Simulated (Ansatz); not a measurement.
# HfGe (septet): wave-function methods side by side, def2-SVP

The task here is to estimate one member of a computed series from the others.

Computed with Ansatz 0.2.0, Gaussian basis. Level: def2-SVP, core rule «outside noble gas», up to 18 orbitals frozen.

The runs, in order: UHF; CCSD(T) on ROHF; CCSD(T) on UHF; CISD as a restricted active space (open shells left free, so some higher excitations enter); CCSDT(Q) on ROHF; CCSDT(Q) on UHF.

20 further runs of the same task are left out: 12 for a known fault of the program, 5 that didn't finish, 3 set aside as unsound or not needed. Runs told in other sessions of the task aren't counted.

### What is computed

The geometry is a PBE0/def2-TZVP stationary point (not a proven minimum) of the parent state, kept for this charge and spin. No spin-orbit coupling is included. Elements past krypton take def2 core potentials. The filled d shell of Ge may be among the frozen orbitals whatever the setting's name suggests.

2 atoms, charge 0, spin multiplicity 7.

Atoms are counted from 1 here; the program's logs count them from 0.

Bond lengths: Hf1–Ge2 2.605 Å.

The first run:

The input, in.yaml:

```yaml
crystal:
  periodic: [false, false, false]
  atoms:
    - {symbol: Hf, position_ang: [0.000000, 0.000000, 0.000000]}
    - {symbol: Ge, position_ang: [0.000000, 0.000000, 2.604800]}
basis:
  gaussian: {orbitals: def2-SVP}
magnetization: {spin_polarized: true, initial_magnetization: 6}
hamiltonian: {xc: hf}
output: {orbitals: {seedname: orbitals}}
```

Launch:

```sh
$ ansatz run in.yaml --threads 1 --pin off --events-out ev --progress --plain --max-ram 2393MiB
```

Steps of the session up to this table: UHF; CCSD(T) on ROHF; CCSD(T) on UHF; CISD as a restricted active space (open shells left free, so some higher excitations enter); CCSDT(Q) on ROHF; CCSDT(Q) on UHF.

One table of the session follows, with a row left open; its other results are not shown here.

It belongs to the step «Misses and costs». 

```
   method  from RCCSDT(Q) (kJ/mol)
     ROHF                   +271.2
      UHF                        ?
     RMP2                    +63.4
     UMP2                    +55.3
    RCCSD                    +12.0
    UCCSD                     +3.3
 RCCSD(T)                     +2.7
 UCCSD(T)                     -5.8
   RCCSDT                     +0.5
   UCCSDT                     -8.1
RCCSDT(Q)                        0
UCCSDT(Q)                     -8.6
```

**Question.** Estimate the row for UHF.

**Answer.** from RCCSDT(Q) (kJ/mol): +260.0. In the column «from RCCSDT(Q) (kJ/mol)» it lies between RMP2 (+63.4) and ROHF (+271.2).

Not comparable, so not listed: CISD as a restricted active space (open shells left free, so some higher excitations enter) (they don't share determinant, frozen orbitals or solution with the rows shown, or repeat one).

Caveats from the session: Restricted and unrestricted rows rest on different reference determinants; a gap between their highest levels can come from leftover correlation error, from unlike frozen cores or from another state.
